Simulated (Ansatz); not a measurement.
**AsH₂OS− (SMILES [O-][AsH]S): single points off equilibrium**

One table from this session's results is given with a row withheld; the runs are named, their logs left out.

Program: Ansatz 0.2.0, Gaussian basis. Level of theory: single points in def2-TZVPPD. These are calculated values, not measurements.

Correlated methods freeze the cores. Filled d shells of the heavier atoms are correlated.

## Where the work starts

5 atoms, charge -1, spin multiplicity 1.

Atoms are counted from 1 here; the program's logs count them from 0.

Bond lengths: O1–As2 1.587 Å, As2–S3 2.334 Å, As2–H4 1.563 Å, S3–H5 1.256 Å. Angles: O1–As2–S3 101.6°, O1–As2–H4 103.8°, S3–As2–H4 88.9°, As2–S3–H5 87.7°.

Coordinates:

```xyz
5

O    -1.0850   -0.3334    1.1810
As   -0.8967    0.3366   -0.2458
S     1.4266    0.3187   -0.4701
H    -0.9701   -0.8705   -1.2360
H     1.4968    0.5540    0.7613
```

The first run:

run/in.yaml reads:

```yaml
crystal:
  periodic: [false, false, false]
  atoms:
    - {symbol: O, position_ang: [-1.085000, -0.333400, 1.181000]}
    - {symbol: As, position_ang: [-0.896700, 0.336600, -0.245800]}
    - {symbol: S, position_ang: [1.426600, 0.318700, -0.470100]}
    - {symbol: H, position_ang: [-0.970100, -0.870500, -1.236000]}
    - {symbol: H, position_ang: [1.496800, 0.554000, 0.761300]}
basis:
  gaussian: {orbitals: "def2-TZVPPD.json"}
total_charge: -1
correlation: {method: ccsd_t}
output: {forces: true}
```

The basis file named in the input lies beside it (Basis Set Exchange, JSON).

The command line of these runs was not kept.

Among the steps run: CCSD(T)/def2-TZVPPD; PBE0-D4/def2-TZVPPD; wB97M-V/def2-TZVPPD; r2SCAN-D4/def2-TZVPPD; PBE-D4/def2-TZVPPD; SPW92/def2-TZVPPD; BLYP-D4/def2-TZVPPD.

One of the session's tables, all rows but one given; the rest of the session is left out.

| method | RMS force component (eV/Å) | angle to CCSD(T) forces (°) |
| --- | --- | --- |
| CCSD(T) | 1.873 | reference |
| PBE0-D4 | 1.775 | 3.6 |
| wB97M-V | ? | ? |
| r2SCAN-D4 | 1.843 | 3.4 |
| PBE-D4 | 2.117 | 4.5 |
| SPW92 | 1.867 | 7.1 |
| BLYP-D4 | 2.223 | 6.4 |

Q: Estimate the row for wB97M-V from the others.

The run gave: RMS force component (eV/Å): 1.774; angle to CCSD(T) forces (°): 1.7. In the column «RMS force component (eV/Å)» it is the lowest.
